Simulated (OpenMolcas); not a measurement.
**Co²⁺ among point charges: CASSCF and CASPT2 levels and susceptibility**

Aim: the splitting of the states of Co²⁺ in the field of 8 point charges, its lowest levels with spin-orbit coupling and its magnetic susceptibility.

Method: state-averaged CASSCF and CASPT2, spin-orbit coupling by RASSI with atomic mean-field integrals. Code: OpenMolcas 26.06.

## Step 1: Starting point

| Item | Value |
| --- | --- |
| Species | Co²⁺ (cobalt, Z = 27, 25 electrons) |
| Basis | ANO-RCC-VDZP [5s4p2d1f], 34 functions |
| Scalar Hamiltonian | DKH2, point nucleus |
| Inactive shells | 1s 2s 2p 3s 3p |
| Active space | 7 electrons in 5 orbitals (3d) |
| Some configurations of this space | 3d7 |
| Orbitals | optimised for each spin and parity, averaged over all roots |

The outer shells:

3d7
```
3d [↑↓][↑↓][↑ ][↑ ][↑ ]
```

The ion sits among 8 point charges of -1.2 e arranged as a cube (Oh), 1.9 Å from the ion.

The work runs as a chain of OpenMolcas steps in one folder; each step below is one input file. Labels, J, g values, rates, χT and fits are worked out afterwards by a script from the matrices that RASSI stores. The input lists half of the charges; inversion (Group=XYZ) makes the rest.

## Step 2: GATEWAY and SEWARD: basis and integrals

Input file a.inp:

```
&GATEWAY
Coord
1

Co 0.0 0.0 0.0
Basis=ANO-RCC-VDZP
Group=XYZ
NoMove
AngMom=0.0 0.0 0.0
AMFI
XField
4 Angstrom 0
1.096966 1.096966 1.096966 -1.200000
1.096966 1.096966 -1.096966 -1.200000
1.096966 -1.096966 1.096966 -1.200000
1.096966 -1.096966 -1.096966 -1.200000
&SEWARD
```

## Step 3: Reference wave functions, quartets of even parity, 10 roots

Input file a.inp:

```
&RASSCF
FileOrb=start.orb
Symmetry=1
Spin=4
nActEl=7 0 0
Inactive=3 6
Ras2=5 0
CIRoot=10 10 1
SDav=10
CIMx=300
Iter=120 100
PrWF=0.3
OrbListing=Nothing
MaxOrb=0
>>> COPY $Project.JobIph JOB001
```

start.orb holds the contracted functions of the basis, ordered by shell, or the orbitals of the step before.

## Step 4: CASSCF: doublets of even parity, 40 roots

Input file a.inp:

```
&RASSCF
FileOrb=start.orb
Symmetry=1
Spin=2
nActEl=7 0 0
Inactive=3 6
Ras2=5 0
CIRoot=40 40 1
SDav=40
CIMx=300
Iter=120 100
PrWF=0.3
OrbListing=Nothing
MaxOrb=0
>>> COPY $Project.JobIph JOB002
```

## Step 5: RASSI: spin-orbit coupling between the states

Input file a.inp:

```
&RASSI
NrOfJobIphs=2 10 40
1 2 3 4 5 6 7 8 9 10
1 2 3 4 5 6 7 8 9 10 11 12 13 14 15 16 17 18 19 20 21 22 23 24 25 26 27
28 29 30 31 32 33 34 35 36 37 38 39 40
IphNames
JOB001
JOB002
EJob
SpinOrbit
DIPRint=1.0
SOCoupling=1000.0
Subsets=2
Property=9
'ANGMOM' 1 'ANGMOM' 2 'ANGMOM' 3 'MLTPL  1' 1 'MLTPL  1' 2 'MLTPL  1' 3
'AMFI' 1 'AMFI' 2 'AMFI' 3
SOProperty=3
'ANGMOM' 1 'ANGMOM' 2 'ANGMOM' 3
```

## Step 6: CASPT2: IPEA 0.25, imaginary shift 0.1 (closed shells correlated: 3s 3p)

Input file a.inp:

```
>>> COPY JOB001 $Project.JobIph
&CASPT2
Multistate=10 1 2 3 4 5 6 7 8 9 10
NoMult
Frozen=2 3
IPEA=0.25
Imaginary=0.1
MaxIter=60
WThr=0.0 0.3 0.05
PrWF=0.5
NoMix
>>> COPY JOB002 $Project.JobIph
&CASPT2
Multistate=40 1 2 3 4 5 6 7 8 9 10 11 12 13 14 15 16 17 18 19 20 21 22
23 24 25 26 27 28 29 30 31 32 33 34 35 36 37 38 39 40
NoMult
Frozen=2 3
IPEA=0.25
Imaginary=0.1
MaxIter=60
WThr=0.0 0.3 0.05
PrWF=0.5
NoMix
```

(Steps that only read results are left out.)

Before running it: what results should come out? Wanted: spin-free ground state; first state of the same spin within the active space; lowest level; next level.

**Answer**, as computed:

```
                                            quantity                                                                        value
                                              method  SS-CASPT2, IPEA 0.25, imaginary shift 0.1 (closed shells correlated: 3s 3p)
                              spin-free ground state                                              4A2, 1-fold in its orbital part
first state of the same spin within the active space                                                             4T2 at 3650 cm⁻¹
                                        lowest level                                                                    4-fold Γ8
                                          next level                                                                  3492.2 cm⁻¹
                                         χT at 300 K                                                               2.78 cm³ K/mol
                           effective moment at 300 K                                                                      4.71 μB
```

Cost by method:

| method | time of its own steps | time with the reference |
| --- | --- | --- |
| A. CASSCF | 6.7 s | 6.7 s |
| B. SS-CASPT2, IPEA 0.25, imaginary shift 0.1, +3s 3p | 1.8 s | 8.5 s |

Times are of one thread on a shared host.

The spin-free ground state (4A2) comes to 100 % from free-ion F terms and keeps the highest spin of the shell. χT at 300 K is 2.78, against 1.88 cm³ K/mol for the spin alone, so orbital moment adds to it. CASPT2 does not keep the components of a term degenerate, and the means are used. The field of point charges can differ much from that of real complexes. With metal d orbitals alone active, the gaps between spin states are rough; where two lie within a few thousand cm-1, their order is open. This is an electrostatic model: the charges have no orbitals.
